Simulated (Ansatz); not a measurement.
# BCl2H3O2: the cost of one run

Program: Ansatz 0.2.0. Level of theory: RKS BLYP/def2-SVP. These are calculated values, not measurements.

## Step 1: The starting structure

Bond lengths: B1–O2 1.760 Å, O2–H3 1.010 Å, B1–Cl4 1.860 Å, B1–O5 1.410 Å, O5–H6 1.010 Å, B1–Cl7 2.160 Å, O2–H8 1.123 Å, Cl7–H8 1.362 Å. Angles: B1–O2–H3 109.5°, B1–O2–H8 85.7°, H3–O2–H8 119.8°, O2–B1–Cl4 120.0°, O2–B1–O5 120.0°, O2–B1–Cl7 71.6°, Cl4–B1–O5 120.0°, Cl4–B1–Cl7 88.5°, O5–B1–Cl7 110.0°, B1–O5–H6 109.5°, B1–Cl7–H8 65.3°, O2–H8–Cl7 137.3°.

Coordinates:

```xyz
8

B     0.0000    0.0000    0.0000
O     0.0000    0.0000    1.7600
H    -0.9095   -0.2814    2.0971
Cl    1.6108    0.0000   -0.9300
O    -1.2211    0.0000   -0.7050
H    -1.7308   -0.8467   -0.4965
Cl    0.4607    1.9974    0.6811
H     0.2517    1.0912    1.6763
```

## Step 2: Pulling towards end A

Springs on the bonds that form and break draw the guess towards this end; the thresholds are loose.

Contents of input.yaml:

```yaml
crystal:
  periodic: [false, false, false]
  atoms:
    - { symbol: B, position_ang: [0.0, 0.0, 0.0] }
    - { symbol: O, position_ang: [0.0, 0.0, 1.76] }
    - { symbol: H, position_ang: [-0.9095, -0.2814, 2.0971] }
    - { symbol: Cl, position_ang: [1.6108, 0.0, -0.93] }
    - { symbol: O, position_ang: [-1.2211, 0.0, -0.705] }
    - { symbol: H, position_ang: [-1.7308, -0.8467, -0.4965] }
    - { symbol: Cl, position_ang: [0.4607, 1.9974, 0.6811] }
    - { symbol: H, position_ang: [0.2517, 1.0912, 1.6763] }
basis:
  gaussian: { orbitals: def2-SVP }
hamiltonian:
  xc: blyp
relax:
  f_tol: 0.15
  max_steps: 25
  restrain:
    - { distance: [0, 6], at: 3.06, k: 30.0 }
    - { distance: [7, 1], at: 2.21, k: 30.0 }
    - { distance: [0, 1], at: 1.41, k: 30.0 }
    - { distance: [7, 6], at: 1.37, k: 30.0 }
```

The run is started by

```bash
$ ansatz run input.yaml --threads 2 --pin off --max-ram 3072MiB --backend cpu --events-out ev --progress --plain --runs-dir out
```

**Question.** How long does this run take on 2 threads of Arm Neoverse V2, shared host, and how much memory does it need?

About 20 s, with a peak of 0.13 GiB.
